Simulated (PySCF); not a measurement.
# C5H4N4S2: the cost of one run

Programs: PySCF 2.14.0, with routines of our own; each step states its level. All values are computed. Atoms count from 0.

## 1. The system as given

15 atoms, charge 0, multiplicity 1; geometry from: GFN2-xTB.

## 2. Optimising the geometry at PBE0-D3(BJ)/def2-SVP

What the job is given:

```
{"job": {"xc": "PBE0", "basis": "def2-SVP", "d3": "d3bj", "grid": 2, "kind": "geom"}, "charge": 0, "multiplicity": 1}
C     -2.833620    -0.568808    -0.120790
S     -2.107384     1.080210    -0.301793
C     -0.431667     0.705178    -0.033133
C      0.521395     1.766788    -0.090250
N      1.793483     1.586140     0.097257
C      2.164673     0.317445     0.351558
N      3.401917    -0.106045     0.574400
S      3.351129    -1.690694     0.828004
N      1.766975    -1.930239     0.670456
C      1.200132    -0.758002     0.407967
N     -0.106660    -0.543896     0.211610
H     -2.612040    -0.940760     0.874167
H     -3.902714    -0.458693    -0.268252
H     -2.399660    -1.225104    -0.868078
H      0.189626     2.774469    -0.297481
```

Launch:

```sh
$ OMP_NUM_THREADS=1 python excited_run.py task.json out
```

The driver reads the jobs from task.json and runs them one after another.

**Question.** How long does this first job take on 1 thread of Intel Xeon Platinum 8488C, shared host, and how much memory does it need?

About 1.9 min, with a peak of 0.87 GiB.
